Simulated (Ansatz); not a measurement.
# ZnCl4: from a guess to a relaxed structure

Where does this trial cell of ZnCl4 go when cell and atoms are let free?

Method: DFT PBE, scalar-relativistic, plane waves, PAW, in Ansatz 0.2.0.

**1. The system as given**

Symmetry: P6/mmm, No. 191, hexagonal system. The conventional cell has a = 4.821 Å, b = 4.821 Å, c = 7.798 Å, α = 90.00°, β = 90.00°, γ = 120.00°. Zn (site symmetry 6/mmm) is surrounded by 12 Cl at 3.99 Å. Cl (site symmetry 3m) is surrounded by 1 Cl at 2.08 Å.

As a file:

```
CELL_PARAMETERS angstrom
4.82138 0.00000 0.00000
-2.41069 4.17544 0.00000
0.00000 0.00000 7.79824
ATOMIC_POSITIONS crystal
Zn 0.00000 0.00000 0.50000
Cl 0.33333 0.66667 0.86645
Cl 0.33333 0.66667 0.13355
Cl 0.66667 0.33333 0.13355
Cl 0.66667 0.33333 0.86645
```

A structure generator made this guess: random cell by space group and Wyckoff sites (P6/mmm, No. 191). Lengths come from tabulated atomic sizes and are only a guess.

**2. The guess as it stands, on a coarse mesh**

Input file input.yaml:

```yaml
crystal:
  lattice:
    - [4.82137957, 0.0, 0.0]
    - [-2.41068979, 4.17543719, 0.0]
    - [0.0, 0.0, 7.79823566]
  atoms:
    - { symbol: Zn, position: [0.0, 0.0, 0.5] }
    - { symbol: Cl, position: [0.33333333, 0.66666667, 0.86644795] }
    - { symbol: Cl, position: [0.33333333, 0.66666667, 0.13355205] }
    - { symbol: Cl, position: [0.66666667, 0.33333333, 0.13355205] }
    - { symbol: Cl, position: [0.66666667, 0.33333333, 0.86644795] }
basis:
  ecutwfc: 420
kpoints:
  mp_grid: { grid: [6, 6, 2] }
hamiltonian:
  xc: pbe
scf:
  occupations: { method: gaussian, width: 0.1 }
  lower_state_search: "off"
output:
  forces: true
  stress: true
  eigenvalues: true
```

Launch:

```bash
$ ansatz run input.yaml --threads 1 --pin off --max-ram 2048MiB --backend cpu --events-out ev --progress --plain --runs-dir out
```

Further runs follow: rough relaxation on the coarse mesh; another rough relaxation; relaxation on the finer mesh.

What does the calculation give? Wanted: conventional cell; volume; energy over the elements; gap on the mesh.

As calculated:

```
                                                              quantity                                                                       value
                                symmetry at the end (tolerance 0.02 Å)                                                space group P6/mmm (No. 191)
                                                     conventional cell  a = 7.076 Å, b = 7.076 Å, c = 6.106 Å, α = 90.00°, β = 90.00°, γ = 120.00°
                                                                volume                                                               52.95 Å³/atom
energy over the elements (uncorrected; H, N, O, F and Cl as molecules)                                                               +0.20 eV/atom
                                                       gap on the mesh                                                                     0.98 eV
```

In words: The space group P6/mmm (No. 191) is kept, and the volume per atom grows by 68.6 % from the first guess. The formation energy is positive, so the separate elements lie lower. No finished test with a distortion of lower symmetry is shown, so the end may be a saddle point.
